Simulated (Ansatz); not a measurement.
# AlFGeH4: functionals against CCSD(T) at one geometry

An exercise on one series of results from a longer session: the logs are not shown, and one member is left open.

Computed with Ansatz 0.2.0, Gaussian basis. Level: single points in def2-TZVPP.

Cores are frozen in the correlated methods. Filled d shells of the heavier atoms are correlated.

## Starting geometry

SMILES `[F][GeH2][AlH2]`, 7 atoms, charge 0, spin multiplicity 1.

Atoms are counted from 1 here; the program's logs count them from 0.

Bond lengths: F1–Ge2 1.832 Å, Ge2–Al3 2.555 Å, Ge2–H4 1.641 Å, Ge2–H5 1.530 Å, Al3–H6 1.606 Å, Al3–H7 1.618 Å. Angles: F1–Ge2–Al3 112.3°, F1–Ge2–H4 97.2°, F1–Ge2–H5 100.5°, Al3–Ge2–H4 78.2°, Al3–Ge2–H5 147.2°, H4–Ge2–H5 97.4°, Ge2–Al3–H6 101.3°, Ge2–Al3–H7 132.5°, H6–Al3–H7 126.2°.

Coordinates:

```mol
AlFGeH4
  3D, bonds by distance, orders not assigned

  7  6  0  0  0  0  0  0  0  0999 V2000
   -2.3195   -0.5453    0.2382 F   0  0
   -0.8860    0.1630   -0.6562 Ge  0  0
    1.1530    0.4501    0.8556 Al  0  0
   -0.0831   -1.2460   -0.9039 H   0  0
   -1.4753    0.3037   -2.0609 H   0  0
    1.9918   -0.8746    0.5061 H   0  0
    1.5620    1.5845    1.9339 H   0  0
  1  2  8  0
  2  3  8  0
  2  4  8  0
  2  5  8  0
  3  6  8  0
  3  7  8  0
M  END
```

Set-up of the first run:

The input, run/in.yaml:

```yaml
crystal:
  periodic: [false, false, false]
  atoms:
    - {symbol: F, position_ang: [-2.319500, -0.545300, 0.238200]}
    - {symbol: Ge, position_ang: [-0.886000, 0.163000, -0.656200]}
    - {symbol: Al, position_ang: [1.153000, 0.450100, 0.855600]}
    - {symbol: H, position_ang: [-0.083100, -1.246000, -0.903900]}
    - {symbol: H, position_ang: [-1.475300, 0.303700, -2.060900]}
    - {symbol: H, position_ang: [1.991800, -0.874600, 0.506100]}
    - {symbol: H, position_ang: [1.562000, 1.584500, 1.933900]}
basis:
  gaussian: {orbitals: def2-TZVPP}
correlation: {method: ccsd_t}
output: {forces: true}
```

The command line of these runs was not kept.

Among the steps run: CCSD(T)/def2-TZVPP; PBE0-D4/def2-TZVPP; wB97M-V/def2-TZVPP; r2SCAN-D4/def2-TZVPP; PBE-D4/def2-TZVPP; HSE06-D4/def2-TZVPP; LC-wPBE/def2-TZVPP.

One table of the session follows, with a row left open; its other results are not shown here.

```
   method  RMS force component (eV/Å)  angle to CCSD(T) forces (°)  dipole (D)
  CCSD(T)                       0.741                    reference        3.50
  PBE0-D4                       0.697                          3.3        3.46
  wB97M-V                       0.708                          4.7        3.60
r2SCAN-D4                       0.675                          2.9        3.37
   PBE-D4                       0.543                         13.2        3.24
 HSE06-D4                           ?                            ?           ?
  LC-wPBE                       0.779                          4.6        3.56
```

Estimate the missing values for HSE06-D4.

As computed: RMS force component (eV/Å): 0.695; angle to CCSD(T) forces (°): 3.6; dipole (D): 3.45. In the column «RMS force component (eV/Å)» it lies between r2SCAN-D4 (0.675) and PBE0-D4 (0.697).
